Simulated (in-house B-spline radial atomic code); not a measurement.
**Au⁴²⁺: ionisation energy by several methods**

Aim: the ionisation energy of Au⁴²⁺ by several methods, each as the difference of two self-consistent energies (Au⁴²⁺ and the next ion, [Ar] 3d10 4s2 4p6).

Program: in-house B-spline radial atomic code version 1. Level of theory: Dirac-Coulomb, several functionals; spherical all-electron atom at the radial basis limit. These are calculated values, not measurements, unless marked.

## 1. What is computed

| Quantity | Value |
| --- | --- |
| element | gold (Z = 79) |
| charge | +42 |
| electrons | 37 |
| configuration | [Kr] 4d1 |
| nucleus | Fermi, rms radius 5.437 fm |

Outer shells as boxes (Hund's rule):

[Kr] 4d1
```
[Kr] core
4d [↑ ][  ][  ][  ][  ]
```

The boxes only draw the filling; these runs are spin-restricted and spherical.

## 2. BLYP

Input settings:

```ini
Z = 79
electrons = 37.0
configuration = [Kr] 4d1
hamiltonian = dirac
method = b88,lyp
spin_polarised = False
nucleus = fermi
rms_radius = 5.4371
mass_number = 197
atomic_mass = 196.966570103
speed_of_light = 137.035999084
```

## 3. LDA (VWN5)

The settings differ from step 2 so:

```diff
@@ -4,3 +4,3 @@
 hamiltonian = dirac
-method = b88,lyp
+method = lda,vwn
 spin_polarised = False
```

## 4. AM05

The settings differ from step 3 so:

```diff
@@ -4,3 +4,3 @@
 hamiltonian = dirac
-method = lda,vwn
+method = am05
 spin_polarised = False
```

The tabulated ionisation energy is 2026 ± 4 eV (tabulated theoretical; NIST Atomic Spectra Database). What does each method give, and which comes nearest?

The runs gave:

| method | rung | total energy (hartree) | ΔSCF (eV) | with Breit, QED, recoil (eV) | −ε highest (eV) | corrected ΔSCF less tabulated (eV) |
| --- | --- | --- | --- | --- | --- | --- |
| LDA (VWN5) | LDA | -17894.2809 | 2013.25 | 2012.23 | 1971.31 (4d5/2) | -13.77 |
| BLYP | GGA | -17906.6783 | 2012.71 | 2011.68 | 1970.83 (4d5/2) | -14.32 |
| AM05 | GGA | -17895.1562 | 2013.03 | 2012.01 | 1971.14 (4d5/2) | -13.99 |

Against the tabulated ionisation energy, 2026 ± 4 eV (tabulated theoretical; NIST Atomic Spectra Database), the best here is LDA (VWN5) (-13.77 eV) and the worst BLYP (-14.32 eV, or 0.71 %). All methods miss on the same side by much the same amount, which points to something that they share. Open shells are averaged (over orientations, and over spins where the run is restricted), while tables refer to the lowest levels.

Members of this set that are not shown: 1 used exact exchange with fractional occupations of an open shell, which is unsound here.
